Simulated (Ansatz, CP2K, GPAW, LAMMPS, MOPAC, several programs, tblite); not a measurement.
## What each method gives for ZnSe (F-43m)

ZnSe (started from an entry of an open crystallographic database), relaxed with r2SCAN in Ansatz, was computed with several methods. The symmetry is F-43m (No. 216, cubic); a = 5.665 Å in the conventional setting, 22.72 Å³ an atom. Zn has 4 Se at 2.45 Å; Se has 4 Zn at 2.45 Å. The values are computed, spin-unpolarised, and not measurements.

```cif
data_structure
_symmetry_space_group_name_H-M 'F-43m'
_symmetry_Int_Tables_number 216
_cell_length_a 5.6648
_cell_length_b 5.6648
_cell_length_c 5.6648
_cell_angle_alpha 90.000
_cell_angle_beta 90.000
_cell_angle_gamma 90.000
_cell_volume 181.79
loop_
_atom_site_label
_atom_site_type_symbol
_atom_site_symmetry_multiplicity
_atom_site_Wyckoff_symbol
_atom_site_fract_x
_atom_site_fract_y
_atom_site_fract_z
_atom_site_occupancy
Zn1 Zn 4 a 0.00000 0.00000 0.00000 1
Se1 Se 4 d 0.25000 0.25000 0.75000 1
```

Gaps and times are for a single point on this cell; volume and bulk modulus come from each method's own relaxation or energy curve at fixed shape. Times are rough, from shared hosts (Arm Neoverse V1), and each method has its own mesh and cell size. A dagger marks a closed or tiny gap in a crystal that DFT finds insulating: a failure of the method or a wrong SCF state. A star marks a curve whose lowest point is an end point. PM6 (MOPAC), PM7 (MOPAC), GFN1-xTB (tblite), GFN2-xTB (tblite) treat a cluster of cells at its zone centre, which samples few k points: where these miss a band edge, the gap comes out too large for that reason alone. Gaps from k meshes are read at a limited set of points (mesh, symmetry points, PBE's band edges), so each method's own least gap may be somewhat smaller. Force fields have no electrons; where one was fitted to this phase, its volume and modulus reflect the fit. xTB and the PM methods were fitted mostly to molecules, and can miss a solid's gap by electronvolts. Minimal bases can be far off for gaps. GLLB-SC's gap includes the derivative discontinuity. d marks a direct gap, i an indirect one (no mark: not told apart), a dash a value that wasn't computed or didn't pass its checks.

```json
{"method": "CdTeZnSeHgS0.sw (LAMMPS)", "kind": "force field", "gap (eV)": "–", "own volume (Å³/atom)": "22.77", "bulk modulus (GPa)": "65", "atoms computed": "2", "processor time": "0.12 s"}
{"method": "light PBE (260 eV and a coarse mesh)", "kind": "light plane-wave", "gap (eV)": "1.31 d", "own volume (Å³/atom)": "–", "bulk modulus (GPa)": "–", "atoms computed": "2", "processor time": "1.1 s"}
{"method": "PM7 (MOPAC)", "kind": "semi-empirical", "gap (eV)": "0.00†", "own volume (Å³/atom)": "–", "bulk modulus (GPa)": "–", "atoms computed": "64", "processor time": "1.9 s"}
{"method": "GFN1-xTB (tblite)", "kind": "tight binding", "gap (eV)": "0.00†", "own volume (Å³/atom)": "25.35*", "bulk modulus (GPa)": "43*", "atoms computed": "64", "processor time": "3.2 s"}
{"method": "PBE", "kind": "semilocal", "gap (eV)": "1.29 d", "own volume (Å³/atom)": "23.54", "bulk modulus (GPa)": "57", "atoms computed": "2", "processor time": "3.5 s"}
{"method": "GFN2-xTB (tblite)", "kind": "tight binding", "gap (eV)": "4.21", "own volume (Å³/atom)": "25.43*", "bulk modulus (GPa)": "34*", "atoms computed": "64", "processor time": "4.3 s"}
{"method": "PM6 (MOPAC)", "kind": "semi-empirical", "gap (eV)": "2.52", "own volume (Å³/atom)": "–", "bulk modulus (GPa)": "–", "atoms computed": "64", "processor time": "5.4 s"}
{"method": "PBE/SZV (CP2K)", "kind": "small basis", "gap (eV)": "1.84 d", "own volume (Å³/atom)": "24.83*", "bulk modulus (GPa)": "57*", "atoms computed": "2", "processor time": "6.7 s"}
{"method": "PBE/single zeta (GPAW)", "kind": "small basis", "gap (eV)": "1.24 d", "own volume (Å³/atom)": "–", "bulk modulus (GPa)": "–", "atoms computed": "2", "processor time": "7 s"}
{"method": "r2SCAN", "kind": "semilocal", "gap (eV)": "1.87 d", "own volume (Å³/atom)": "22.72", "bulk modulus (GPa)": "65", "atoms computed": "2", "processor time": "8.5 s"}
{"method": "GLLB-SC (GPAW)", "kind": "model potential", "gap (eV)": "2.29", "own volume (Å³/atom)": "–", "bulk modulus (GPa)": "–", "atoms computed": "2", "processor time": "9.1 s"}
{"method": "PBE/DZVP (CP2K)", "kind": "small basis", "gap (eV)": "1.31 d", "own volume (Å³/atom)": "23.84", "bulk modulus (GPa)": "57", "atoms computed": "2", "processor time": "21 s"}
```

Against r2SCAN (1.87 eV) and with closed or daggered gaps left aside, the nearest gap at the points sampled is that of PBE/SZV (CP2K) (-0.03 eV) and the farthest that of GFN2-xTB (tblite) (+2.34 eV). r2SCAN is only a yardstick of convenience: semilocal gaps usually lie below measured ones, which GLLB-SC and hybrids aim to mend.

Volumes against r2SCAN's: CdTeZnSeHgS0.sw (LAMMPS) +0.2 %, PBE +3.6 %, PBE/DZVP (CP2K) +4.9 %.

Spin-orbit coupling is left out.
